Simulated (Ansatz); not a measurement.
# EuCuSb: the cost of one run

Computed with Ansatz 0.2.0, driven from Python. The levels of theory stand in the script.

### Step 1. The structure

The structure is hexagonal, space group P6_3/mmc (No. 194). Conventional cell: a = 4.474 Å, b = 4.474 Å, c = 8.570 Å, α = 90.00°, β = 90.00°, γ = 120.00°. Eu (site symmetry -3m) is surrounded by 6 Cu at 3.36 Å and 6 Sb at 3.36 Å. Cu (site symmetry -6m2) has 3 Sb at 2.58 Å and 6 Eu at 3.36 Å in its first shell of neighbours. Sb (site symmetry -6m2) has 3 Cu at 2.58 Å and 6 Eu at 3.36 Å in its first shell of neighbours.

eucusb.cif, read by the script:

```cif
data_EuCuSb
_cell_length_a 4.473840
_cell_length_b 4.473840
_cell_length_c 8.570210
_cell_angle_alpha 90.00000
_cell_angle_beta 90.00000
_cell_angle_gamma 120.00000
_symmetry_space_group_name_H-M 'P 1'
_symmetry_Int_Tables_number 1
loop_
_symmetry_equiv_pos_as_xyz
'x, y, z'
loop_
_atom_site_label
_atom_site_type_symbol
_atom_site_fract_x
_atom_site_fract_y
_atom_site_fract_z
Eu1 Eu    0.000000    0.000000    0.000000
Eu2 Eu    0.000000    0.000000    0.500000
Cu3 Cu    0.333333    0.666667    0.750000
Cu4 Cu    0.666667    0.333333    0.250000
Sb5 Sb    0.333333    0.666667    0.250000
Sb6 Sb    0.666667    0.333333    0.750000
```

### Step 2. The code

lattice_eucusb.py

```python
"""How the lattice of EuCuSb depends on the functional."""

import ansatz as az
from ase.io import read
import numpy as np

def edges_and_angles(cell):
    cell = np.asarray(cell)
    a, b, c = np.linalg.norm(cell, axis=1)
    cosines = cell[1] @ cell[2] / (b * c), cell[0] @ cell[2] / (a * c), cell[0] @ cell[1] / (a * b)
    return (a, b, c, *np.degrees(np.arccos(cosines)))


def main() -> None:
    atoms = read("eucusb.cif")
    structure = az.Crystal.from_ase(atoms).moments(Eu=7)

    job = (
        structure.calculation()
        .kpoints(length=25)
        .occupations("gaussian")
        .spin("collinear")
        .scf(tolerance=1e-10)
        .relax(cell=True)
    )

    levels = [("blyp", "d3bj"), ("lda", "none"), ("pbesol", "none")]
    print("level            a       b       c    alpha   beta  gamma  V/atom  steps")
    for name, dispersion in levels:
        seen = []
        run = job.functional(name, dispersion=dispersion).session().plan()
        res = run.execute(on_event=lambda e: seen.append(e) if e["event"] == "relax_step" else None)
        cell = res.lattice.cell_ang
        label = name if dispersion == "none" else f"{name}+{dispersion}"
        print("{:13s} {:7.4f} {:7.4f} {:7.4f} {:6.2f} {:6.2f} {:6.2f}".format(label, *edges_and_angles(cell)), f"{abs(np.linalg.det(cell)) / len(res.lattice.sites):7.3f} {len(seen):5d}")


if __name__ == "__main__":
    main()
```

### Step 3. What the engine is handed

The package turns the script's settings into the engine's input (first run):

```yaml
crystal:
  lattice:
    - [4.47384, 0.0, 0.0]
    - [-2.236919999999999, 3.8744590924669735, 0.0]
    - [0.0, 0.0, 8.57021]
  atoms:
    - { symbol: Eu, position: [0.0, 0.0, 0.0] }
    - { symbol: Eu, position: [0.0, 0.0, 0.5] }
    - { symbol: Cu, position: [0.33333300000000005, 0.666667, 0.75] }
    - { symbol: Cu, position: [0.6666670000000001, 0.333333, 0.25] }
    - { symbol: Sb, position: [0.33333300000000005, 0.666667, 0.25] }
    - { symbol: Sb, position: [0.6666670000000001, 0.333333, 0.75] }
kpoints:
  mp_grid:
    grid: [6, 6, 3]
hamiltonian:
  xc: blyp
  dispersion: d3bj
magnetization:
  spin_polarized: true
  per_species:
    Eu: 7.0
scf:
  convergence:
    dr2_threshold: 1.0e-10
  occupations:
    method: gaussian
relax:
  cell: {}
```

### Step 4. Running it

On the command line:

```bash
> python lattice_eucusb.py
```

Q: Estimate wall time and peak memory on 1 thread of Intel Xeon Platinum 8375C at 2.90GHz (Ice Lake), shared host.

About 6.8 min, with a peak of 0.78 GiB.
